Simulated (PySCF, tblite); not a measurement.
**C5H10AlN: geometry, infrared bands and NMR shifts**

Aim: predict the infrared bands and NMR shifts of C5H10AlN (`C#[N+][Al@H-]([CH3])[C](=C)C`).

The runs use tblite 0.8.0 and PySCF 2.14.0, with density-fitted response routines of our own; the level of theory stands in each step. All values are computed, except where a source is named. Atoms are numbered from 0 throughout.

## 1. The starting structure

17 atoms, charge 0, multiplicity 1; geometry from: force field or distance geometry start.

Bonds of the start (Å): C0–N1 1.17, N1–Al2 1.87, Al2–C3 2.00, Al2–C4 1.97, C4–C5 1.33, C4–C6 1.48, C0–H7 1.07, Al2–H8 1.59, C3–H9 1.10, C3–H10 1.13, C3–H11 1.11, C5–H12 1.08, C5–H13 1.08, C6–H14 1.11, C6–H15 1.13, C6–H16 1.10.

## 2. Geometry optimisation with GFN2-xTB

The job: settings as JSON, then the geometry in Å.

```
{"job": {"kind": "relax", "xc": "GFN2-xTB", "basis": "xTB"}, "charge": 0, "multiplicity": 1}
C      0.738300     1.954400     2.649400
N      0.722000     1.123500     1.821100
Al     0.699700    -0.227100     0.530800
C      2.172200     0.106400    -0.783200
C     -1.051100    -0.328400    -0.375700
C     -1.713500     0.805100    -0.612400
C     -1.548600    -1.660300    -0.779600
H      0.720300     2.718200     3.398000
H      1.032000    -1.610800     1.243700
H      2.035100     1.135400    -1.145500
H      2.124900    -0.636500    -1.628100
H      3.144800     0.065500    -0.242800
H     -1.326800     1.765400    -0.303200
H     -2.663100     0.718000    -1.117100
H     -0.719700    -2.344700    -1.068800
H     -2.175100    -2.075800     0.061500
H     -2.198300    -1.496400    -1.657800
```

On the command line:

```console
OMP_NUM_THREADS=1 python probes_run.py task.json out
```

One launch serves the whole session: the jobs run in the order shown.

**Question.** This job is followed by: GFN2-xTB harmonic vibrations, gas phase; GIAO PBE0/pcSseg-1 NMR shielding, non-relativistic, gas phase. What will the session give for the following? strongest single infrared mode (GFN2-xTB); zero-point energy (GFN2-xTB); ¹³C shifts against TMS (PBE0/pcSseg-1); ¹H shifts against TMS (PBE0/pcSseg-1, means over atoms taken as alike); ¹⁵N shifts against NH3 (PBE0/pcSseg-1); ²⁷Al shifts against AlH4- (PBE0/pcSseg-1); surface potential, 1st and 99th percentile.

As calculated:

```
                                                              quantity                                    value
                             strongest single infrared mode (GFN2-xTB)                     702 cm⁻¹, 447 km/mol
                                          zero-point energy (GFN2-xTB)                            78.4 kcal/mol
                                ¹³C shifts against TMS (PBE0/pcSseg-1)     166.5, 136.6, 122.9, 25.9, -16.1 ppm
¹H shifts against TMS (PBE0/pcSseg-1, means over atoms taken as alike)  6.23, 5.74, 4.41, 4.03, 2.04, -0.45 ppm
                                ¹⁵N shifts against NH3 (PBE0/pcSseg-1)                                259.1 ppm
                             ²⁷Al shifts against AlH4- (PBE0/pcSseg-1)                                 70.6 ppm
                                 surface potential, 1st and 99th percentile                       -1.22 V and 3.11 V
```

The optimisation took 294 steps and gained 0.739 eV; among the close pairs (by a distance rule), N1–Al2 changed most, from 1.868 to 2.003 Å. All 45 modes are real, so the xTB geometry is a minimum. The strongest single mode, at 702 cm⁻¹, is carried by Al2, H8, H7, C3. GFN2-xTB is a fitted tight-binding method: band positions and strengths are rough. Its intensities can rank the bands wrongly. At PBE0/pcSseg-1: The largest span, 518 ppm, is at N1, where the paramagnetic term is -325 ppm. At PBE0/pcSseg-1, counted by nearest atom on the grid, the HOMO lies on C4 37 %; C5 28 %, the LUMO on C0 39 %; N1 35 %.
